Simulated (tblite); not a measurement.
# C5H11F3SSi: the cost of one run

Programs: tblite 0.8.0 and PySCF 2.14.0, with density-fitted response routines of our own. Each step states its level of theory. These are calculated values for one molecule in the gas phase, unless marked as measured. Atoms count from 0, in the outputs and in this text.

### 1 The starting structure

21 atoms, charge 0, multiplicity 1; geometry from: force field or distance geometry start.

Bonds of the start (Å): C0–C1 1.54, C1–C2 1.53, C1–C3 1.55, C3–S4 1.82, C1–Si5 2.05, Si5–F6 1.61, Si5–C7 1.84, C7–F8 1.36, C7–F9 1.37, C0–H10 1.11, C0–H11 1.09, C0–H12 1.11, C2–H13 1.10, C2–H14 1.08, C2–H15 1.10, C3–H16 1.11, C3–H17 1.10, S4–H18 1.34, Si5–H19 1.49, C7–H20 1.08.

### 2 Relaxing the molecule with GFN2-xTB

The job: settings as JSON, then the geometry in Å.

```
{"job": {"kind": "relax", "xc": "GFN2-xTB", "basis": "xTB"}, "charge": 0, "multiplicity": 1}
C     -1.586700     0.836000     0.940600
C     -0.479900     0.154100     0.115900
C     -0.424200     0.741500    -1.297100
C     -0.629600    -1.389700     0.096900
S     -2.180800    -2.015400    -0.622800
Si     1.297500     0.571700     1.047400
F      1.144400    -0.031600     2.528800
C      2.730000    -0.184300     0.175600
F      2.823100     0.304600    -1.091300
F      2.539500    -1.531900     0.040000
H     -2.573800     0.734300     0.453200
H     -1.410600     1.910400     1.053000
H     -1.680900     0.413800     1.958200
H     -1.391100     0.629200    -1.814000
H      0.326600     0.265200    -1.914600
H     -0.208900     1.818700    -1.267900
H     -0.570800    -1.801800     1.124600
H      0.182500    -1.858100    -0.470500
H     -2.998300    -1.589800     0.351400
H      1.405800     2.057200     1.164300
H      3.677400    -0.017200     0.676900
```

The run is started by

```sh
> OMP_NUM_THREADS=1 python probes_run.py task.json out
```

One launch serves the whole session: the jobs run in the order shown.

**Question.** How long does this first job take on 1 thread of Arm Neoverse N1, shared host, and how much memory does it need?

About 2.6 s, with a peak of 0.18 GiB.
